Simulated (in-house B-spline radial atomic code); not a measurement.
**Xe²⁶⁺: starting-point dependence of G0W0 and RPA**

G0W0 and RPA are one-shot methods. How much does the choice of start matter for Xe²⁶⁺?

The numbers are computed with an in-house B-spline radial atomic code, version 1 (RPA, second order, AC-SOSEX and G0W0 (contour deformation) on a scalar-relativistic mean field, all electrons; no spin-orbit coupling, Breit or QED terms, no two-electron picture change), except any that are marked as measured or tabulated.

**1. The atom as given**

* element: xenon (Z = 54)
* charge: +26
* electrons: 28
* configuration: [Ar] 3d10
* Hamiltonian: scalar-relativistic (spin-free one-electron X2C), finite nucleus
* starts: Hartree-Fock, PBE, ωB97X, TPSS, PBE0

Outer shells as boxes (Hund's rule):

Xe26+
```
[Ar] core
3d [↑↓][↑↓][↑↓][↑↓][↑↓]
```

**2. The run with the Hartree-Fock start**

The run's settings:

```ini
Z = 54
electrons = 28.0
configuration = [Ar] 3d10
hamiltonian = x2c
method = hf
lmax = 9
rms_radius = 4.7859
spin_polarised = False
box_radius = 3.38
intervals = 62
```

Run with:

```console
python run_gw.py task.json out
```

task.json lists these runs, among others, and the program works through them in turn.

The runs that follow: The run with the PBE start; The run with the ωB97X start; The run with the TPSS start; The run with the PBE0 start.

Q: Predict the outcome of this session. Wanted: highest level, mean field; highest level, G0W0; RPA correlation energy; RPA+SOSEX.

As calculated:

```
                                          quantity                                                              value
   highest level, mean field (range over the runs)                                            -1503.54 to -1458.88 eV
         highest level, G0W0 (range over the runs)                                            -1501.78 to -1501.33 eV
                            RPA correlation energy                                           -2.238 to -2.155 hartree
                                         RPA+SOSEX                                         -1.5719 to -1.5116 hartree
tabulated theoretical ionisation energy (3d shell)  1493.0 ± 4 eV (NIST Atomic Spectra Database, ionization energies)
               G0W0 removal energy less that value                                                  +8.33 to +8.78 eV
```

What this shows: G0W0 turns a spread of 44.7 eV among the starts into one of 0.45 eV, 1.0 % of it. Semilocal starts leave the level too high; G0W0 lowers it by 43 eV. RPA gives the most correlation on PBE and the least on Hartree-Fock (3.7 % apart); over the runs it loosely follows the gap of the start, as smaller excitation energies give more correlation. All runs miss the tabulated theoretical ionisation energy, 1493.0 ± 4 eV, by about +8.65 eV (+0.58 %), far more than they differ among themselves. Without spin-orbit coupling the level is the average over j, while the tabulated threshold takes the electron from j = 5/2, which is bound less; that pushes the computed values up by a part of the shell's splitting. Read as a removal energy, the bare PBE level is off by -34.1 eV (-2.3 %) and the nearest bare level, Hartree-Fock's, by +10.5 eV.
